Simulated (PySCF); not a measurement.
# The bond of CsO, level by level

The task here is to estimate one member of a computed series from the others.

Program: PySCF 2.14.0. Level of theory: Cs def2-SVPD with ECP46, O def2-SVPD, scalar-relativistic core potentials. These are calculated values, not measurements.

Set-up of the first run:

Settings of the job:

| Property | Result |
| --- | --- |
| atoms | Cs, O |
| charge | 0 |
| basis | Cs def2-SVPD with ECP46, O def2-SVPD |
| Hamiltonian | scalar-relativistic core potentials |
| basis functions | 50 |
| electrons treated | 17 |
| masses in u | 132.9054, 15.9949 |
| levels | PBE0, PBE, r²SCAN, r²SCANh, M06-2X, B3LYP, ωB97X, HF, MP2, SCS-MP2, CCSD, CCSD(T) |
| grid | 80 radial by 434 angular points |
| occupations | held fixed by the projection of orbital angular momentum |
| dissociation limit | Cs + O, each in its ground configuration |
| starting distance in angstrom | 2.805 |
| values of 2S to try | 1, 3 |

Launch:

```sh
$ OMP_NUM_THREADS=1 python dia.py task.json out
```

Steps of the session up to this table: Set-up; PBE0 along the bond; Excited determinants; PBE (GGA); r²SCAN; r²SCANh; M06-2X (hybrid meta-GGA); B3LYP; ωB97X (range-separated hybrid); UHF (mean field); Correlated methods on the Hartree–Fock reference.

One table of the session follows, with a row left open; its other results are not shown here.

Energy (eV) from each level's lowest point:

```
R (Å)    UHF  UHF-MP2  UHF-SCS-MP2  UHF-CCSD  UHF-CCSD(T)
2.106  0.853    0.737        0.773       n/a          n/a
2.204  0.429    0.363        0.387     0.358        0.357
2.302  0.175    0.141        0.155     0.137        0.137
2.376  0.067    0.049        0.057     0.046        0.047
2.449      ?        ?            ?         ?            ?
2.522  0.000    0.000        0.000     0.000        0.000
2.620  0.029    0.036        0.032     0.038        0.037
2.743  0.115    0.128        0.120     0.133        0.131
2.890  0.262    0.281        0.269     0.288        0.284
3.086  0.491    0.516        0.501       n/a          n/a
```

**Question.** Estimate the row for R (Å) = 2.449.

Worked estimate for «UHF». A straight line through the neighbours (2.376, 0.067) and (2.522, 0.000) gives 0.067 + (0.000 − 0.067) × (2.449 − 2.376) / (2.522 − 2.376) = 0.034; a parabola fitted to 4 rows on both sides gives 0.014.

**Answer.** UHF: 0.013; UHF-MP2: 0.006; UHF-SCS-MP2: 0.009; UHF-CCSD: 0.004; UHF-CCSD(T): 0.005. In «UHF» the line misses by +0.021 and the parabola by +0.001.

State 2 has its PBE0 minimum 0.06 eV higher. The other levels ran on the lowest alone.
